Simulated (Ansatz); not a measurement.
**FH₄N₂OTa: basis-set convergence**

The task here is to estimate one member of a computed series from the others.

Program: Ansatz 0.2.0, Gaussian basis. Level of theory: one geometry, several basis sets. These are calculated values, not measurements.

The runs, in order: PBE0-D4/def2-SVP; ωB97M-V/def2-SVP; PBE0-D4/def2-QZVPP; ωB97M-V/def2-QZVPP; the functionals' def2-TZVPP values are taken from earlier runs.

**The relaxed structure**

The geometry comes from an earlier relaxation with PBE0-D4 in a triple-zeta def2 set; it is a stationary point, not always the lowest conformer. Ta takes the def2 core potential; no spin-orbit term is included.

SMILES `[NH2][Ta]([NH2])(=[O])[F]`, 9 atoms, charge 0, spin multiplicity 1.

Atoms are counted from 1 here; the program's logs count them from 0.

Bond lengths: N1–Ta2 1.978 Å, N1–H6 1.010 Å, N1–H7 1.009 Å, Ta2–N3 1.978 Å, Ta2–O4 1.717 Å, Ta2–F5 1.898 Å, N3–H8 1.009 Å, N3–H9 1.010 Å. Angles: Ta2–N1–H6 125.9°, Ta2–N1–H7 124.0°, H6–N1–H7 110.0°, N1–Ta2–N3 112.2°, N1–Ta2–O4 106.5°, N1–Ta2–F5 109.8°, N3–Ta2–O4 106.5°, N3–Ta2–F5 109.8°, O4–Ta2–F5 112.2°, Ta2–N3–H8 124.0°, Ta2–N3–H9 125.9°, H8–N3–H9 110.0°.

The first run:

Contents of in.yaml:

```yaml
crystal:
  periodic: [false, false, false]
  atoms:
    - {symbol: N, position_ang: [-0.035673, 1.628357, 0.466260]}
    - {symbol: Ta, position_ang: [0.350630, -0.011333, -0.570822]}
    - {symbol: N, position_ang: [-0.376954, -1.633167, 0.297294]}
    - {symbol: O, position_ang: [-0.476879, 0.152720, -2.065903]}
    - {symbol: F, position_ang: [2.224638, -0.195283, -0.805401]}
    - {symbol: H, position_ang: [0.248780, 1.806957, 1.418524]}
    - {symbol: H, position_ang: [-0.609224, 2.386975, 0.129149]}
    - {symbol: H, position_ang: [-1.091150, -2.218505, -0.109412]}
    - {symbol: H, position_ang: [-0.145668, -1.963022, 1.223210]}
basis:
  gaussian: {orbitals: def2-SVP}
hamiltonian: {xc: pbe0, dispersion: d4}
output: {orbitals: {seedname: orbitals}}
```

Steps of the session up to this table: PBE0-D4 in def2-SVP; ωB97M-V in def2-SVP; PBE0-D4 in def2-QZVPP; ωB97M-V in def2-QZVPP.

One table of the session follows, with a row left open; its other results are not shown here.

It belongs to the step «Density functionals: the series». 

| functional | basis | HOMO (eV) |
| --- | --- | --- |
| PBE0-D4 | def2-SVP | -7.76 |
| PBE0-D4 | def2-TZVPP | -7.88 |
| PBE0-D4 | def2-QZVPP | ? |
| ωB97M-V | def2-SVP | -10.08 |
| ωB97M-V | def2-TZVPP | -10.21 |
| ωB97M-V | def2-QZVPP | -10.26 |

Q: Estimate the row for PBE0-D4, def2-QZVPP from the others.

**Answer.** HOMO (eV): -7.93. In the column «HOMO (eV)» it lies between ωB97M-V, def2-SVP (-10.08) and PBE0-D4, def2-TZVPP (-7.88).
